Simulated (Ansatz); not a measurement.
# C6H12O: the cost of one run

Method: the settings change from run to run; program: Ansatz 0.2.0, Gaussian basis.

## (1) The relaxed structure

An earlier PBE0-D4 in a triple-zeta def2 set relaxation fixed the geometry.

SMILES `CCC(C)C(C)=O`, 19 atoms, charge 0, spin multiplicity 1.

Atoms are counted from 1 here; the program's logs count them from 0.

Bond lengths: C1–C2 1.519 Å, C1–H8 1.092 Å, C1–H9 1.094 Å, C1–H10 1.092 Å, C2–C3 1.521 Å, C2–H11 1.094 Å, C2–H12 1.095 Å, C3–C4 1.530 Å, C3–C5 1.521 Å, C3–H13 1.097 Å, C4–H14 1.092 Å, C4–H15 1.092 Å, C4–H16 1.093 Å, C5–C6 1.504 Å, C5–O7 1.206 Å, C6–H17 1.089 Å, C6–H18 1.093 Å, C6–H19 1.095 Å. Angles: C2–C1–H8 111.2°, C2–C1–H9 111.3°, C2–C1–H10 111.2°, H8–C1–H9 108.1°, H8–C1–H10 107.4°, H9–C1–H10 107.6°, C1–C2–C3 113.4°, C1–C2–H11 109.8°, C1–C2–H12 109.9°, C3–C2–H11 108.3°, C3–C2–H12 108.3°, H11–C2–H12 106.9°, C2–C3–C4 111.6°, C2–C3–C5 111.8°, C2–C3–H13 109.4°, C4–C3–C5 107.5°, C4–C3–H13 108.4°, C5–C3–H13 108.0° and more.

Geometry (Å):

```
C     2.2609    0.0533    0.3759
C     1.2116   -0.7895   -0.3279
C    -0.2130   -0.4444    0.0799
C    -1.2234   -1.4177   -0.5296
C    -0.6029    0.9574   -0.3623
C    -1.5350    1.7137    0.5435
O    -0.2011    1.4285   -1.3978
H     2.1450    1.1119    0.1320
H     2.1925   -0.0540    1.4627
H     3.2690   -0.2425    0.0783
H     1.2985   -0.6624   -1.4107
H     1.3830   -1.8503   -0.1168
H    -0.3021   -0.4930    1.1726
H    -1.1582   -1.3937   -1.6198
H    -1.0150   -2.4366   -0.1962
H    -2.2508   -1.1762   -0.2462
H    -1.9231    2.5975    0.0403
H    -2.3554    1.0777    0.8854
H    -0.9806    2.0204    1.4366
```

## (2) rPW86-PBE/aug-cc-pVDZ

Options: charge +1, multiplicity 2, atoms shaken by 0.15 Å, D3(BJ) with three-body dispersion, high accuracy, the search for lower states set to light.

The input, in.yaml:

```yaml
crystal:
  periodic: [false, false, false]
  atoms:
    - {symbol: C, position_ang: [2.143292, 0.294790, 0.529976]}
    - {symbol: C, position_ang: [1.154013, -0.839801, -0.443500]}
    - {symbol: C, position_ang: [-0.032719, -0.625277, 0.005736]}
    - {symbol: C, position_ang: [-1.213165, -1.372289, -0.424601]}
    - {symbol: C, position_ang: [-0.742167, 1.118883, -0.283588]}
    - {symbol: C, position_ang: [-1.796959, 1.580726, 0.692292]}
    - {symbol: O, position_ang: [-0.329251, 1.387819, -1.544167]}
    - {symbol: H, position_ang: [2.210831, 1.024723, 0.031617]}
    - {symbol: H, position_ang: [2.087533, -0.267690, 1.302076]}
    - {symbol: H, position_ang: [3.703876, -0.488368, 0.115192]}
    - {symbol: H, position_ang: [1.167306, -0.466867, -1.179947]}
    - {symbol: H, position_ang: [1.599135, -2.031104, 0.025633]}
    - {symbol: H, position_ang: [-0.359495, -0.693087, 1.052423]}
    - {symbol: H, position_ang: [-1.188384, -1.559118, -1.717038]}
    - {symbol: H, position_ang: [-1.140314, -2.260818, -0.121672]}
    - {symbol: H, position_ang: [-2.259947, -1.446419, -0.033248]}
    - {symbol: H, position_ang: [-2.041114, 2.523785, 0.155588]}
    - {symbol: H, position_ang: [-2.279012, 1.276984, 0.872871]}
    - {symbol: H, position_ang: [-0.739255, 2.276759, 1.605632]}
basis:
  gaussian: {orbitals: aug-cc-pVDZ}
total_charge: 1
magnetization: {spin_polarized: true, initial_magnetization: 1}
hamiltonian: {xc: {name: rPW86-PBE}, dispersion: d3bjatm}
accuracy: high
scf: {lower_state_search: light}
output: {forces: true}
```

Started as:

```bash
$ ansatz run in.yaml --threads 2 --pin off --events-out ev --progress --plain --max-ram 32768MiB --backend cpu
```

**Question.** How long does this run take on 2 threads of AMD EPYC 7R13, shared host, and how much memory does it need?

About 2.7 min, with a peak of 3.4 GiB.
